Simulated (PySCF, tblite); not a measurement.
# C3H5AlCl3N: geometry, infrared bands and NMR shifts

What infrared bands and NMR shifts should C3H5AlCl3N (`CC#[N+][AlH2-][C](Cl)(Cl)Cl`) show?

Computed with tblite 0.8.0 and PySCF 2.14.0, with density-fitted response routines of our own, on a single molecule in the gas phase. Atoms count from 0, in the outputs and in this text.

**1. The starting structure**

13 atoms, charge 0, multiplicity 1; geometry from: force field or distance geometry start.

Bonds of the start (Å): C0–C1 1.48, C1–N2 1.16, N2–Al3 1.88, Al3–C4 2.01, C4–Cl5 1.77, C4–Cl6 1.80, C4–Cl7 1.76, C0–H8 1.11, C0–H9 1.12, C0–H10 1.10, Al3–H11 1.60, Al3–H12 1.60.

**2. Relaxing the molecule with GFN2-xTB**

The job: settings as JSON, then the geometry in Å.

```
{"job": {"kind": "relax", "xc": "GFN2-xTB", "basis": "xTB"}, "charge": 0, "multiplicity": 1}
C      2.644400     1.101500     0.916600
C      1.365300     0.787800     0.252200
N      0.366600     0.501500    -0.260500
Al    -1.270300     0.090200    -1.089700
C     -2.048600    -1.460700    -0.080900
Cl    -1.081500    -1.647200     1.394300
Cl    -1.789600    -2.885300    -1.145300
Cl    -3.753800    -1.193300     0.262200
H      2.565100     0.917800     2.009200
H      2.774500     2.209700     0.822000
H      3.465500     0.517400     0.477100
H     -1.006600    -0.303300    -2.616300
H     -2.235400     1.364400    -0.958500
```

Started as:

```sh
$ OMP_NUM_THREADS=1 python probes_run.py task.json out
```

This one command runs all jobs of the session in turn.

**Question.** This job is followed by: GFN2-xTB harmonic vibrations, gas phase; GIAO PBE0/pcSseg-1 NMR shielding, non-relativistic, gas phase. What will the session give for the following? strongest single infrared mode (GFN2-xTB); zero-point energy (GFN2-xTB); ¹³C shifts against TMS (PBE0/pcSseg-1); ¹H shifts against TMS (PBE0/pcSseg-1); ¹⁵N shifts against NH3 (PBE0/pcSseg-1); ²⁷Al shifts against AlH4- (PBE0/pcSseg-1); ³⁵Cl shifts against HCl (PBE0/pcSseg-1); surface potential, 1st and 99th percentile.

The runs gave:

| quantity | value |
| --- | --- |
| strongest single infrared mode (GFN2-xTB) | 631 cm⁻¹, 481 km/mol |
| zero-point energy (GFN2-xTB) | 41.6 kcal/mol |
| ¹³C shifts against TMS (PBE0/pcSseg-1) | 124.4, 123.8, 0.4 ppm |
| ¹H shifts against TMS (PBE0/pcSseg-1) | 4.10, 3.90, 2.50, 2.40, 2.38 ppm |
| ¹⁵N shifts against NH3 (PBE0/pcSseg-1) | 245.9 ppm |
| ²⁷Al shifts against AlH4- (PBE0/pcSseg-1) | -12.6 ppm |
| ³⁵Cl shifts against HCl (PBE0/pcSseg-1) | 446, 377, 373 ppm |
| surface potential, 1st and 99th percentile | -1.20 V and 2.13 V |

What this shows: Relaxing lowered the energy by 0.830 eV in 108 steps; the close pair that moved most is Al3–Cl7, from 3.105 to 2.341 Å. All 33 modes are real, so the xTB geometry is a minimum. The strongest single mode, at 631 cm⁻¹, moves mainly H12 and H11. Unscaled tight-binding wavenumbers are off by several per cent, some by more. Its intensities can rank the bands wrongly. The structure rearranged or came apart on optimisation; the results belong to the end geometry, not to the formula as drawn. C4 stands next to heavy halogen, whose spin-orbit shielding this run leaves out, so the computed shift lies too far downfield, most of all for carbon beside Br or I. Shifts at one fixed geometry are not the observed spectrum, which averages over the motion. By nearest atom (PBE0/pcSseg-1), the HOMO sits on C4 35 %; Cl6 19 % and the LUMO on C1 32 %; N2 26 %.
